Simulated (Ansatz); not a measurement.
# C₂H₇GeNO: a ladder of functionals and wavefunction methods

An exercise on one series of results from a longer session: the logs are not shown, and one member is left open.

Program: Ansatz 0.2.0, Gaussian basis. Level of theory: functionals in def2-TZVPP, the program's frozen cores in correlated methods. These are calculated values, not measurements.

The runs, in order: PBE-D4, r2SCAN-D4, PBE0-D4, B3LYP-D4, ωB97X-V, ωB97M-V, B2PLYP; CCSD(T)/def2-TZVPP; MP2/def2-QZVPP; extrapolation to the limit.

## The relaxed structure

An earlier PBE0-D4 in a triple-zeta def2 set relaxation fixed the geometry.

SMILES `[CH3][GeH]([NH2])[CH]=O`, 12 atoms, charge 0, spin multiplicity 1.

Atoms are counted from 1 here; the program's logs count them from 0.

Bond lengths: C1–Ge2 1.939 Å, C1–H6 1.090 Å, C1–H7 1.090 Å, C1–H8 1.091 Å, Ge2–N3 1.842 Å, Ge2–C4 2.015 Å, Ge2–H9 1.543 Å, N3–H10 1.010 Å, N3–H11 1.010 Å, C4–O5 1.203 Å, C4–H12 1.120 Å. Angles: Ge2–C1–H6 110.0°, Ge2–C1–H7 110.2°, Ge2–C1–H8 109.9°, H6–C1–H7 109.5°, H6–C1–H8 108.2°, H7–C1–H8 109.0°, C1–Ge2–N3 109.5°, C1–Ge2–C4 107.8°, C1–Ge2–H9 114.1°, N3–Ge2–C4 111.6°, N3–Ge2–H9 105.7°, C4–Ge2–H9 108.1°, Ge2–N3–H10 115.2°, Ge2–N3–H11 115.3°, H10–N3–H11 108.9°, Ge2–C4–O5 122.4°, Ge2–C4–H12 118.3°, O5–C4–H12 119.3°.

Set-up of the first run:

Input file in.yaml:

```yaml
crystal:
  periodic: [false, false, false]
  atoms:
    - {symbol: C, position_ang: [-1.418876, -0.879665, 0.370640]}
    - {symbol: Ge, position_ang: [0.276579, 0.055713, 0.470634]}
    - {symbol: N, position_ang: [1.599804, -0.987880, -0.273704]}
    - {symbol: C, position_ang: [0.073870, 1.806901, -0.505963]}
    - {symbol: O, position_ang: [-0.989695, 2.203927, -0.903584]}
    - {symbol: H, position_ang: [-2.219163, -0.244399, 0.750976]}
    - {symbol: H, position_ang: [-1.376481, -1.799237, 0.954187]}
    - {symbol: H, position_ang: [-1.644751, -1.127824, -0.667454]}
    - {symbol: H, position_ang: [0.744451, 0.360932, 1.908467]}
    - {symbol: H, position_ang: [1.492156, -1.181162, -1.259572]}
    - {symbol: H, position_ang: [2.544420, -0.673621, -0.103694]}
    - {symbol: H, position_ang: [0.994485, 2.411412, -0.706933]}
basis:
  gaussian: {orbitals: def2-TZVPP}
hamiltonian: {xc: pbe, dispersion: d4}
output: {forces: true, orbitals: {seedname: orbitals}}
```

Started as:

```
ansatz run in.yaml --threads 4 --pin off --events-out ev --progress --plain --max-ram 10444MiB
```

Steps of the session up to this table: PBE-D4 (GGA); r2SCAN-D4 (meta-GGA); PBE0-D4 (hybrid); B3LYP-D4 (hybrid); ωB97X-V (range-separated); ωB97M-V (range-separated); B2PLYP (double hybrid); CCSD(T) in def2-TZVPP; MP2 in def2-QZVPP.

One of the session's tables, all rows but one given; the rest of the session is left out.

It belongs to the step «Atomisation energies». 

| method | atomisation energy (kcal/mol) |
| --- | --- |
| PBE-D4 | 1062.0 |
| r2SCAN-D4 | 1038.6 |
| PBE0-D4 | 1037.6 |
| B3LYP-D4 | 1038.4 |
| ωB97X-V | 1042.8 |
| ωB97M-V | 1039.3 |
| B2PLYP | 1028.3 |
| HF/def2-TZVPP | 722.8 |
| MP2/def2-TZVPP | ? |
| CCSD/def2-TZVPP | 996.9 |
| CCSD(T)/def2-TZVPP | 1014.4 |
| MP2/CBS | 1054.7 |
| CCSD(T)/CBS | 1040.4 |

**Question.** Estimate the row for MP2/def2-TZVPP.

The run gave: atomisation energy (kcal/mol): 1028.6. In the column «atomisation energy (kcal/mol)» it lies between B2PLYP (1028.3) and PBE0-D4 (1037.6).
